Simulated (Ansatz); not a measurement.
# Si (zinc blende): the cost of one run

Computed with Ansatz 0.2.0 (DFT r2SCAN, scalar-relativistic, plane waves, PAW, unless a step's input says otherwise).

## (1) The starting structure

The structure is cubic, space group Fd-3m (No. 227). Conventional cell: a = 5.466 Å, b = 5.466 Å, c = 5.466 Å, α = 90.00°, β = 90.00°, γ = 90.00°. Si (site symmetry -43m) has 4 Si at 2.37 Å as nearest neighbours.

Structure file:

```cif
data_structure
_symmetry_space_group_name_H-M 'Fd-3m:1'
_symmetry_Int_Tables_number 227
_cell_length_a 5.4660
_cell_length_b 5.4660
_cell_length_c 5.4660
_cell_angle_alpha 90.000
_cell_angle_beta 90.000
_cell_angle_gamma 90.000
_cell_volume 163.31
loop_
_atom_site_label
_atom_site_type_symbol
_atom_site_symmetry_multiplicity
_atom_site_Wyckoff_symbol
_atom_site_fract_x
_atom_site_fract_y
_atom_site_fract_z
_atom_site_occupancy
Si1 Si 8 b 0.00000 0.00000 0.50000 1
```

## (2) Volume × 1.02

input.yaml

```yaml
crystal:
  lattice:
    - [0.0, 2.7329806565, 2.7329806565]
    - [2.7329806565, 0.0, 2.7329806565]
    - [2.7329806565, 2.7329806565, 0.0]
  atoms:
    - { symbol: Si, position: [0.0, 0.0, 0.0] }
    - { symbol: Si, position: [0.25, 0.25, 0.25] }
scf:
  occupations: { method: fixed }
output:
  forces: true
  stress: true
  eigenvalues: true
  write_density: true
  write_potential: true
  elf: true
  volumetric_format: npy
hamiltonian:
  xc: r2scan
basis:
  ecutwfc: 500
kpoints:
  mp_grid: { grid: [12, 12, 12] }
```

Run with:

```bash
ansatz run input.yaml --threads 1 --pin off --max-ram 2867MiB --backend cpu --events-out ev --progress --plain --runs-dir out
```

Q: Estimate wall time and peak memory on 1 thread of Intel Xeon at 2.30GHz, shared host.

About 3.2 s, with a peak of 0.48 GiB.
